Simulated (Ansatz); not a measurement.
**AsH₃OS (SMILES O[AsH]S): one structure at several levels**

One table from this session's results is given with a row withheld; the runs are named, their logs left out.

Program: Ansatz 0.2.0, Gaussian basis. Level of theory: single points in def2-TZVPP. These are calculated values, not measurements.

Cores are frozen in the correlated methods. Filled d shells of the heavier atoms are correlated. B3LYP uses VWN-RPA correlation.

## Where the work starts

SMILES `O[AsH]S`, 6 atoms, charge 0, spin multiplicity 1.

Atoms are counted from 1 here; the program's logs count them from 0.

Bond lengths: O1–As2 1.797 Å, O1–H4 1.244 Å, As2–S3 2.251 Å, As2–H5 1.648 Å, S3–H6 1.371 Å. Angles: As2–O1–H4 97.4°, O1–As2–S3 106.8°, O1–As2–H5 78.2°, S3–As2–H5 85.5°, As2–S3–H6 103.0°.

Coordinates:

```mol
AsH3OS
  3D, bonds by distance, orders not assigned

  6  5  0  0  0  0  0  0  0  0999 V2000
   -1.4629    0.0732   -0.8984 O   0  0
    0.3206    0.2483   -0.7615 As  0  0
    0.8311    0.0279    1.4198 S   0  0
   -1.5066   -1.1686   -0.8374 H   0  0
   -0.1972    1.7593   -0.3549 H   0  0
    1.5434   -1.1434    1.4535 H   0  0
  1  2  8  0
  1  4  8  0
  2  3  8  0
  2  5  8  0
  3  6  8  0
M  END
```

Set-up of the first run:

File run/in.yaml:

```yaml
crystal:
  periodic: [false, false, false]
  atoms:
    - {symbol: O, position_ang: [-1.462900, 0.073200, -0.898400]}
    - {symbol: As, position_ang: [0.320600, 0.248300, -0.761500]}
    - {symbol: S, position_ang: [0.831100, 0.027900, 1.419800]}
    - {symbol: H, position_ang: [-1.506600, -1.168600, -0.837400]}
    - {symbol: H, position_ang: [-0.197200, 1.759300, -0.354900]}
    - {symbol: H, position_ang: [1.543400, -1.143400, 1.453500]}
basis:
  gaussian: {orbitals: def2-TZVPP}
correlation: {method: ccsd_t}
output: {forces: true}
```

No record of the launch command was kept for these runs.

Steps of the session up to this table: CCSD(T)/def2-TZVPP; PBE0-D4/def2-TZVPP; wB97M-V/def2-TZVPP; r2SCAN-D4/def2-TZVPP; PBE-D4/def2-TZVPP; BLYP-D4/def2-TZVPP; B3LYP-D4/def2-TZVPP.

One of the session's tables, all rows but one given; the rest of the session is left out.

| method | RMS force component (eV/Å) | angle to CCSD(T) forces (°) | dipole (D) |
| --- | --- | --- | --- |
| CCSD(T) | 2.236 | reference | 2.26 |
| PBE0-D4 | ? | ? | ? |
| wB97M-V | 2.339 | 1.6 | 2.39 |
| r2SCAN-D4 | 2.235 | 1.6 | 2.29 |
| PBE-D4 | 2.077 | 6.8 | 2.24 |
| BLYP-D4 | 2.044 | 10.1 | 2.29 |
| B3LYP-D4 | 2.237 | 3.2 | 2.37 |

Estimate the missing values for PBE0-D4.

**Answer.** RMS force component (eV/Å): 2.311; angle to CCSD(T) forces (°): 2.0; dipole (D): 2.34. In the column «RMS force component (eV/Å)» it lies between B3LYP-D4 (2.237) and wB97M-V (2.339).
